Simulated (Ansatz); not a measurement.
# GeNH₅: functionals against CCSD(T) at one geometry

An exercise on one series of results from a longer session: the logs are not shown, and one member is left open.

Computed with Ansatz 0.2.0, Gaussian basis. Level: single points in def2-TZVPP.

Cores are frozen in the correlated methods. Filled d shells of the heavier atoms are correlated.

**Where the work starts**

7 atoms, charge 0, spin multiplicity 1.

Atoms are counted from 1 here; the program's logs count them from 0.

Bond lengths: Ge1–H2 1.660 Å, Ge1–H4 1.756 Å, Ge1–H5 1.627 Å, N3–H6 0.992 Å, N3–H7 1.043 Å. Angles: H2–Ge1–H4 54.6°, H2–Ge1–H5 77.1°, H4–Ge1–H5 86.4°, H6–N3–H7 112.4°.

Coordinates:

```
Ge   -0.0711   -0.9263    1.1905
H    -0.3643    0.2030    0.0090
N     0.3721   -0.1731   -1.0514
H    -1.4065    0.2142    1.1819
H     0.8612    0.3266    1.6461
H     0.9425    0.6261   -1.1958
H    -0.3552   -0.2817   -1.7912
```

Set-up of the first run:

run/in.yaml reads:

```yaml
crystal:
  periodic: [false, false, false]
  atoms:
    - {symbol: Ge, position_ang: [-0.071100, -0.926300, 1.190500]}
    - {symbol: H, position_ang: [-0.364300, 0.203000, 0.009000]}
    - {symbol: N, position_ang: [0.372100, -0.173100, -1.051400]}
    - {symbol: H, position_ang: [-1.406500, 0.214200, 1.181900]}
    - {symbol: H, position_ang: [0.861200, 0.326600, 1.646100]}
    - {symbol: H, position_ang: [0.942500, 0.626100, -1.195800]}
    - {symbol: H, position_ang: [-0.355200, -0.281700, -1.791200]}
basis:
  gaussian: {orbitals: def2-TZVPP}
correlation: {method: ccsd_t}
output: {forces: true}
```

No record of the launch command was kept for these runs.

Among the steps run: CCSD(T)/def2-TZVPP; PBE0-D4/def2-TZVPP; wB97M-V/def2-TZVPP; r2SCAN-D4/def2-TZVPP; PBE-D4/def2-TZVPP; wB97X-V/def2-TZVPP; r2SCANh-D4/def2-TZVPP.

One of the session's tables, all rows but one given; the rest of the session is left out.

```
    method  RMS force component (eV/Å)  angle to CCSD(T) forces (°)  dipole (D)
   CCSD(T)                       1.486                    reference        2.08
   PBE0-D4                           ?                            ?           ?
   wB97M-V                       1.525                          2.3        1.95
 r2SCAN-D4                       1.366                          3.2        2.06
    PBE-D4                       1.342                          8.4        1.95
   wB97X-V                       1.546                          2.4        2.03
r2SCANh-D4                       1.407                          3.0        2.06
```

Q: Estimate the row for PBE0-D4 from the others.

**Answer.** RMS force component (eV/Å): 1.449; angle to CCSD(T) forces (°): 2.9; dipole (D): 1.99. In the column «RMS force component (eV/Å)» it lies between r2SCANh-D4 (1.407) and CCSD(T) (1.486).
